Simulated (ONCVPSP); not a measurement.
# An ONCV potential for selenium, from input to tests

Do these settings give a usable potential? It is generated, then checked for transferability, scattering, ghosts and hardness.

Method: ONCVPSP 4.0.1.1 (patched build), PBEsol, scalar-relativistic.

## 1. The atom and the settings

Typed settings, in words:

* element: selenium (Se, Z = 34)
* type: optimised norm-conserving Vanderbilt (ONCV)
* frozen core: [Ne]
* valence charge: 24
* reference configuration: 3s2 3p6 3d10 4s2 4p4
* partial waves: 3s+4s: rc 0.85 bohr, ncon 4, nbas 8, qcut 16.7 1/bohr, 2 projectors; 3p+4p: rc 1.15 bohr, ncon 4, nbas 8, qcut 14.8 1/bohr, 2 projectors; 3d: rc 1.15 bohr, ncon 4, nbas 9, qcut 12.3 1/bohr, 2 projectors, debl 1.6 Ha
* local potential: polynomial inside 0.65 bohr (lpopt 5, dvloc0 1 Ha)
* core correction: not asked for

## 2. Generating the potential

File Se.dat:

```
# ATOM AND REFERENCE CONFIGURATION
# atsym  z   nc   nv     iexc    psfile
  Se 34.00    3    5  -116133      upf
#
#   n    l    f
    1    0    2.00
    2    0    2.00
    2    1    6.00
    3    0    2.00
    3    1    6.00
    3    2   10.00
    4    0    2.00
    4    1    4.00
#
# PSEUDOPOTENTIAL AND OPTIMIZATION
# lmax
    2
#
#   l,   rc,      ep,       ncon, nbas, qcut
    0    0.85    0.00    4    8   16.70
    1    1.15    0.00    4    8   14.80
    2    1.15    0.00    4    9   12.30
#
# LOCAL POTENTIAL
# lloc, lpopt,  rc(5),   dvloc0
    4    5    0.65    1.00
#
# VANDERBILT-KLEINMAN-BYLANDER PROJECTORs
# l, nproj, debl
    0    2    0.60
    1    2    2.60
    2    2    1.60
#
# MODEL CORE CHARGE
# icmod, fcfact, rcfact
    0    0.00    0.00
#
# LOG DERIVATIVE ANALYSIS
# epsh1, epsh2, depsh
   -9.00    5.00    0.04
#
# OUTPUT GRID
# rlmax, drl
    6.00    0.01
#
# TEST CONFIGURATIONS
# ncnf
    4
# nvcnf
#   n    l    f
    5
    3    0    2.00
    3    1    6.00
    3    2   10.00
    4    0    2.00
    4    1    3.00
#
    5
    3    0    2.00
    3    1    6.00
    3    2   10.00
    4    0    2.00
    4    1    2.00
#
    5
    3    0    2.00
    3    1    6.00
    3    2   10.00
    4    0    2.00
    4    1    1.00
#
    5
    3    0    2.00
    3    1    6.00
    3    2   10.00
    4    0    1.00
    4    1    4.00
#
```

Command:

```console
$ oncvpsp.x < Se.dat > Se.out
```

What does the calculation give? Wanted: cutoffs for 1 and 0.1 mHa per electron, occupied waves; bound ghosts; GHOST(+) flags; largest test error; largest phase difference near zero energy, channels read; projector energies reset by the program.

As calculated:

```
                                                quantity                               value
  cutoffs for 1 and 0.1 mHa per electron, occupied waves                    94 Ha and 114 Ha
                                            bound ghosts                          none found
                                          GHOST(+) flags                  none at low energy
                            largest test error (AE − PS)  -7.5 meV, for 3s2 3p6 3d10 4s2 4p1
largest phase difference near zero energy, channels read                           0.000 rad
                 projector energies reset by the program                 d: -1.952, 0.250 Ha
```

In words: By total energies transferability is good: the largest error is 7.5 meV on 62.1 eV, for 3s2 3p6 3d10 4s2 4p1. It counts as very hard, with 94 Ha needed at the looser tolerance. It is free of bound ghosts as far as tested. Near zero energy the phases of the channels with partial waves agree within 0.001 rad. All of this concerns the isolated atom, not yet a solid.
